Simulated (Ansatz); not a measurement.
# B₂H₄OS: basis-set convergence

One table from this session's results is given with a row withheld; the runs are named, their logs left out.

Method: one geometry, several basis sets; program: Ansatz 0.2.0, Gaussian basis.

The runs, in order: PBE0-D4/def2-SVP; ωB97M-V/def2-SVP; PBE0-D4/def2-QZVPP; ωB97M-V/def2-QZVPP; the functionals' def2-TZVPP values are taken from earlier runs.

## Structure used throughout

The geometry comes from an earlier relaxation with PBE0-D4 in a triple-zeta def2 set; it is a stationary point, not always the lowest conformer.

SMILES `OBBS`, 8 atoms, charge 0, spin multiplicity 1.

Atoms are counted from 1 here; the program's logs count them from 0.

Bond lengths: O1–B2 1.356 Å, O1–H5 0.961 Å, B2–B3 1.686 Å, B2–H6 1.210 Å, B3–S4 1.771 Å, B3–H7 1.196 Å, S4–H8 1.345 Å. Angles: B2–O1–H5 113.4°, O1–B2–B3 120.7°, O1–B2–H6 118.5°, B3–B2–H6 120.8°, B2–B3–S4 119.9°, B2–B3–H7 122.0°, S4–B3–H7 118.0°, B3–S4–H8 100.3°.

Set-up of the first run:

The input, in.yaml:

```yaml
crystal:
  periodic: [false, false, false]
  atoms:
    - {symbol: O, position_ang: [-1.438360, -1.000560, 0.781621]}
    - {symbol: B, position_ang: [-0.950467, -0.044417, -0.046971]}
    - {symbol: B, position_ang: [0.659872, 0.445216, 0.058126]}
    - {symbol: S, position_ang: [1.915457, -0.456869, -0.805180]}
    - {symbol: H, position_ang: [-2.372536, -1.180609, 0.647506]}
    - {symbol: H, position_ang: [-1.703027, 0.465828, -0.845110]}
    - {symbol: H, position_ang: [0.986828, 1.424767, 0.662288]}
    - {symbol: H, position_ang: [2.994432, 0.289542, -0.507980]}
basis:
  gaussian: {orbitals: def2-SVP}
hamiltonian: {xc: pbe0, dispersion: d4}
output: {orbitals: {seedname: orbitals}}
```

Command:

```bash
ansatz run in.yaml --threads 2 --pin off --events-out ev --progress --plain --max-ram 4352MiB
```

Among the steps run: PBE0-D4 in def2-SVP; ωB97M-V in def2-SVP; PBE0-D4 in def2-QZVPP; ωB97M-V in def2-QZVPP.

One of the session's tables, all rows but one given; the rest of the session is left out.

It belongs to the step «Density functionals: the series». 

```
functional       basis  HOMO (eV)
   PBE0-D4    def2-SVP      -7.79
   PBE0-D4  def2-TZVPP      -7.93
   PBE0-D4  def2-QZVPP      -7.95
   ωB97M-V    def2-SVP          ?
   ωB97M-V  def2-TZVPP     -10.17
   ωB97M-V  def2-QZVPP     -10.19
```

**Question.** Estimate the row for ωB97M-V, def2-SVP.

**Answer.** HOMO (eV): -9.99. In the column «HOMO (eV)» it lies between ωB97M-V, def2-TZVPP (-10.17) and PBE0-D4, def2-QZVPP (-7.95).
